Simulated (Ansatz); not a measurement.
# AlB₂FH₂OS: one species, many methods

The task here is to estimate one member of a computed series from the others.

Computed with Ansatz 0.2.0, Gaussian basis. Level: functionals in def2-TZVPP, the program's frozen cores in correlated methods.

Levels to be run: LDA (SPW92), PBE-D4, revPBE-D4, BLYP-D4, r2SCAN-D4, B97M-V, PBE0-D4, B3LYP-D4, r2SCANh-D4, r2SCAN0-D4, HSE06-D4, BHLYP-D4, CAM-B3LYP-D4, LC-ωPBE, ωB97X-V, ωB97M-V, B2PLYP, PBE-QIDH; CCSD(T)/def2-SVP; CCSD(T)/def2-TZVPP; MP2/def2-QZVPP; extrapolation to the limit; RPA on PBE.

## The relaxed structure

The geometry comes from an earlier relaxation with PBE0-D4 in a triple-zeta def2 set; it is a stationary point, not always the lowest conformer.

SMILES `[F][Al]1[BH]O[B]1S`, 8 atoms, charge 0, spin multiplicity 1.

Atoms are counted from 1 here; the program's logs count them from 0.

Bond lengths: F1–Al2 1.650 Å, Al2–B3 2.135 Å, Al2–B5 2.122 Å, B3–O4 1.386 Å, B3–H7 1.195 Å, O4–B5 1.407 Å, B5–S6 1.777 Å, S6–H8 1.349 Å. Angles: F1–Al2–B3 147.5°, F1–Al2–B5 144.9°, B3–Al2–B5 67.7°, Al2–B3–O4 88.1°, Al2–B3–H7 153.9°, O4–B3–H7 117.9°, B3–O4–B5 116.1°, Al2–B5–O4 88.1°, Al2–B5–S6 150.0°, O4–B5–S6 121.9°, B5–S6–H8 97.8°.

Set-up of the first run:

The input, in.yaml:

```yaml
crystal:
  periodic: [false, false, false]
  atoms:
    - {symbol: F, position_ang: [-0.062852, 3.294582, -0.191323]}
    - {symbol: Al, position_ang: [0.167788, 1.667615, -0.046764]}
    - {symbol: B, position_ang: [1.513623, 0.073258, 0.404656]}
    - {symbol: O, position_ang: [0.474976, -0.812138, 0.161063]}
    - {symbol: B, position_ang: [-0.754565, -0.236595, -0.207603]}
    - {symbol: S, position_ang: [-2.188298, -1.226893, -0.555082]}
    - {symbol: H, position_ang: [2.573488, -0.380095, 0.720460]}
    - {symbol: H, position_ang: [-1.632060, -2.436734, -0.341205]}
basis:
  gaussian: {orbitals: def2-TZVPP}
hamiltonian: {xc: lda}
output: {orbitals: {seedname: orbitals}}
```

Run with:

```bash
$ ansatz run in.yaml --threads 4 --pin off --events-out ev --progress --plain --max-ram 10444MiB
```

Steps of the session up to this table: LDA; PBE-D4 (GGA); revPBE-D4 (GGA); BLYP-D4 (GGA); r2SCAN-D4 (meta-GGA); B97M-V (meta-GGA); B3LYP-D4 (hybrid); r2SCANh-D4 (hybrid); r2SCAN0-D4 (hybrid); HSE06-D4 (hybrid); BHLYP-D4 (hybrid); CAM-B3LYP-D4 (range-separated); LC-ωPBE (range-separated); ωB97X-V (range-separated); ωB97M-V (range-separated); B2PLYP (double hybrid); PBE-QIDH (double hybrid).

One of the session's tables, all rows but one given; the rest of the session is left out.

It belongs to the step «Orbital energies across the functionals». 

| functional | HOMO (eV) | LUMO (eV) | gap (eV) |
| --- | --- | --- | --- |
| LDA (SPW92) | -5.83 | -3.37 | 2.46 |
| PBE-D4 | -5.72 | -3.14 | 2.58 |
| revPBE-D4 | -5.67 | -3.05 | 2.62 |
| BLYP-D4 | -5.60 | -2.97 | 2.63 |
| r2SCAN-D4 | -5.95 | -2.98 | 2.96 |
| B97M-V | -5.89 | -3.05 | 2.84 |
| PBE0-D4 | -6.84 | -2.31 | 4.53 |
| B3LYP-D4 | -6.67 | -2.48 | 4.19 |
| r2SCANh-D4 | -6.36 | -2.68 | 3.68 |
| r2SCAN0-D4 | -6.99 | -2.23 | 4.75 |
| HSE06-D4 | -6.45 | -2.69 | 3.76 |
| BHLYP-D4 | ? | ? | ? |
| CAM-B3LYP-D4 | -8.17 | -1.24 | 6.93 |
| LC-ωPBE | -9.47 | -0.17 | 9.31 |
| ωB97X-V | -9.14 | -0.26 | 8.88 |
| ωB97M-V | -8.90 | -0.45 | 8.45 |

Q: Estimate the row for BHLYP-D4 from the others.

Worked estimate for «HOMO (eV)». Against the share of exact exchange, BLYP-D4 (0, -5.60), B3LYP-D4 (0.2, -6.67) give a slope of -5.35 per unit share; at 0.5 the line stands at -8.27.

The run gave: HOMO (eV): -7.89; LUMO (eV): -1.42; gap (eV): 6.47. In «HOMO (eV)» the line misses by -0.38.
